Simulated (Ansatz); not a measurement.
# C2H6Ga (SMILES C[Ga]C): UB3LYP/6-31G(d) (Cartesian functions)

What is the vertical ionisation energy of C2H6Ga at UB3LYP/6-31G* (Cartesian functions)? 

The results are computed with Ansatz 0.2.0.

70 further runs of the same task are left out: 1 that didn't finish, 69 set aside as unsound or not needed.

## (1) The molecule

C2H6Ga: 9 atoms, total charge 0, spin state doublet. As SMILES, `C[Ga]C`. The coordinates come from a PBE0-D4/def2-TZVP relaxation.

Bond lengths: C1–Ga2 1.998 Å, Ga2–C3 1.998 Å, C1–H4 1.095 Å, C1–H5 1.095 Å, C1–H6 1.089 Å, C3–H7 1.089 Å, C3–H8 1.095 Å, C3–H9 1.095 Å. Some angles: C1–Ga2–C3 118.1°, Ga2–C1–H4 108.6°, Ga2–C1–H5 108.9°, Ga2–C1–H6 113.3°, Ga2–C3–H7 113.3°, Ga2–C3–H8 108.8°, Ga2–C3–H9 108.7°, H4–C1–H5 107.9°, H4–C1–H6 109.0°, H5–C1–H6 109.1°.

## (2) The energy at UB3LYP/6-31G(d) (Cartesian functions)

job.yaml reads:

```yaml
crystal:
  periodic: [false, false, false]
  atoms:
    - {symbol: C, position_ang: [-1.246620, 1.163020, 0.175280]}
    - {symbol: Ga, position_ang: [0.456630, 0.385560, 0.873010]}
    - {symbol: C, position_ang: [1.273950, -1.139610, -0.126050]}
    - {symbol: H, position_ang: [-2.014290, 0.382510, 0.177460]}
    - {symbol: H, position_ang: [-1.092470, 1.479700, -0.861100]}
    - {symbol: H, position_ang: [-1.602690, 2.011340, 0.758180]}
    - {symbol: H, position_ang: [2.201980, -1.496820, 0.318200]}
    - {symbol: H, position_ang: [1.469380, -0.822030, -1.155250]}
    - {symbol: H, position_ang: [0.554120, -1.963680, -0.159730]}
basis:
  gaussian:
    orbitals: "6-31G*"
magnetization:
  spin_polarized: true
  initial_magnetization: 1
hamiltonian:
  xc: {name: B3LYP}
accuracy: high
output: {orbitals: {seedname: orbitals}}
```

Started as:

```sh
$ ansatz run job.yaml --threads 1 --pin off --max-ram 3480MiB --events-out events.jsonl --progress --plain --runs-dir runs
```

What it wrote:

```text
Warning: RAYON_NUM_THREADS=1 ignored (pool sized by the plan → 1); use --threads N
Functional definition: B3LYP
  name "B3LYP"
  parameter a0 = 0.2
  parameter ax = 0.72
  parameter ac = 0.81
  exchange = (1 - a0 - ax)*slater_x + ax*b88_x + a0*exact_x
  correlation = (1 - ac)*vwn_rpa_c + ac*lyp_c
1688 factors; integrals over basis functions are off by at most 4.7e-9 eV
mean field evaluation 1: about -54532.9499 eV, gradient 4.6e1 eV
mean field evaluation 2: about -54525.0696 eV, gradient 5.8e1 eV
mean field evaluation 4: about -54542.8559 eV, gradient 2.9e0 eV
mean field evaluation 8: about -54542.9759 eV, gradient 5.8e-2 eV
mean field evaluation 16: about -54542.9759 eV, gradient 4.5e-5 eV
mean field -54542.97590920 eV, -2004.4173941061 hartree, gradient 1.4e-8 eV, S^2 0.751655; 0 other end points of the search recorded, 0 dependent functions left out
reference -54542.97594872 eV, -2004.4173955586 hartree; 25, 24 occupied and 52, 53 virtual orbitals, 1688 factors
Total energy: -54542.97594872 eV, -2004.4173955586 hartree
```

Run time: 12 s. Hardware: 1 thread of Arm Neoverse V2, shared host; peak memory 0.37 GiB.

## (3) The singlet cation

run.yaml reads:

```yaml
crystal:
  periodic: [false, false, false]
  atoms:
    - {symbol: C, position_ang: [-1.246620, 1.163020, 0.175280]}
    - {symbol: Ga, position_ang: [0.456630, 0.385560, 0.873010]}
    - {symbol: C, position_ang: [1.273950, -1.139610, -0.126050]}
    - {symbol: H, position_ang: [-2.014290, 0.382510, 0.177460]}
    - {symbol: H, position_ang: [-1.092470, 1.479700, -0.861100]}
    - {symbol: H, position_ang: [-1.602690, 2.011340, 0.758180]}
    - {symbol: H, position_ang: [2.201980, -1.496820, 0.318200]}
    - {symbol: H, position_ang: [1.469380, -0.822030, -1.155250]}
    - {symbol: H, position_ang: [0.554120, -1.963680, -0.159730]}
basis:
  gaussian: {orbitals: "6-31G*"}
total_charge: 1
hamiltonian: {xc: {name: B3LYP}}
accuracy: high
output: {orbitals: {seedname: orbitals}}
```

Started as:

```sh
$ ansatz run run.yaml --threads 1 --pin off --max-ram 3480MiB --events-out events.jsonl --progress --plain --runs-dir runs
```

What it wrote, shortened:

```text
Warning: RAYON_NUM_THREADS=1 ignored (pool sized by the plan → 1); use --threads N
[... 7 set-up lines as earlier in the session ...]
1688 factors; integrals over basis functions are off by at most 4.7e-9 eV
mean field evaluation 1: about -54517.3500 eV, gradient 8.8e1 eV
mean field evaluation 2: about -54493.6335 eV, gradient 1.2e2 eV
mean field evaluation 4: about -54535.8825 eV, gradient 8.3e0 eV
mean field evaluation 8: about -54536.0561 eV, gradient 6.1e-1 eV
mean field evaluation 16: about -54536.0573 eV, gradient 3.5e-5 eV
mean field -54536.05733026 eV, -2004.1631410196 hartree, gradient 2.3e-8 eV, S^2 0.000000; 0 other end points of the search recorded, 0 dependent functions left out
reference -54536.05736814 eV, -2004.1631424119 hartree; 24, 24 occupied and 53, 53 virtual orbitals, 1688 factors
Total energy: -54536.05736814 eV, -2004.1631424119 hartree
```

Run time: 6.9 s. Hardware: 1 thread of Arm Neoverse V2, shared host; peak memory 0.24 GiB.

## (4) What came out

Level: UB3LYP/6-31G* (Cartesian functions).

```
                                          quantity           value
                      doublet C2H6Ga: total energy  -2004.41740 Eh
doublet C2H6Ga: HOMO energy (highest over α and β)        -4.54 eV
 doublet C2H6Ga: LUMO energy (lowest over α and β)        -2.12 eV
                              doublet C2H6Ga: ⟨S²⟩           0.752
                      singlet cation: total energy  -2004.16314 Eh
                       singlet cation: HOMO energy       -13.34 eV
                       singlet cation: LUMO energy        -9.26 eV
                     singlet cation: HOMO–LUMO gap         4.09 eV
vertical ionisation energy (to the singlet cation)        6.919 eV
```

**Reading.** Removing an electron at fixed nuclei costs 6.92 eV (668 kJ/mol). Only the singlet of the ionised species was computed; a triplet could lie lower.
